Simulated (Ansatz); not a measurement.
## RbAu5, space group P6/mmm: a phonon calculation by linear response, step by step

Computed with the Ansatz DFT code, driven from Python.

The script reads `rbau5.xyz`:
```text
6
Lattice="5.76 0.0 0.0 -2.88 4.98830633 0.0 0.0 0.0 4.448" Properties=species:S:1:pos:R:3 pbc="T T T"
Rb    0.00000000    0.00000000    0.00000000
Au   -0.00000000    3.32553755    0.00000000
Au    2.88000000    1.66276878    0.00000000
Au    2.88000000    0.00000000    2.22400000
Au    1.44000000    2.49415316    2.22400000
Au   -1.44000000    2.49415316    2.22400000
```

Interactive session:
```pycon
>>> from dataclasses import dataclass
>>> from pathlib import Path
>>> import warnings
>>> import ansatz
>>> import numpy as np
>>> @dataclass
... class RunConfig:
...     xc: str = 'pbesol'
...     filling: str = 'fermi_dirac'
...     width_ev: float = 0.15
...     scf_tol: float = 1e-08
...     mesh: tuple[int, ...] = (6, 6, 8)
...
>>> settings = RunConfig()
>>> warnings.simplefilter('ignore', ansatz.DeckWarning)
>>> crystal = ansatz.Crystal.from_extxyz('rbau5.xyz')
>>> calc = (
...     crystal.calculation()
...     .functional(settings.xc)
...     .pseudopotentials('paw')
...     .occupations(settings.filling, width=settings.width_ev)
...     .scf(tolerance=settings.scf_tol)
...     .kpoints(*settings.mesh)
...     .phonons('dfpt')
... )
>>> done = calc.run(threads=1, runs_dir='runs')
>>> ph = done.phonons
>>> print('Gamma modes (1/cm):', ' '.join(f'{w:.1f}' for w in ph.gamma_omega_inv_cm))
Gamma modes (1/cm): 0.0 0.0 0.0 58.5 66.9 71.9 71.9 72.1 72.1 98.4 98.4 104.1 104.1 125.3 128.5 128.5 155.5 172.0
>>> print('in meV:', ' '.join(f'{w * 0.1239842:.2f}' for w in ph.gamma_omega_inv_cm))
in meV: 0.00 0.00 0.00 7.25 8.29 8.92 8.92 8.94 8.94 12.20 12.20 12.90 12.90 15.54 15.93 15.93 19.28 21.32
```

Caveats:
- The cell isn't relaxed first, so the values belong to this volume.
- A Fermi-Dirac width this large means warm electrons, whose thermal share enters the free energy.
- Spin-orbit coupling, which matters for elements this heavy, is left out.
- The starting cell is as deposited in a crystallographic database; the results hold for this polymorph, which needn't be the stable one.
- The structure is taken as given; imaginary modes can come from an unrelaxed or unstable start. Phonons of metals also depend on mesh and smearing.
- It ran for 10 min on 1 thread of Arm Neoverse V1, on a shared host, peak memory 1.6 GiB.
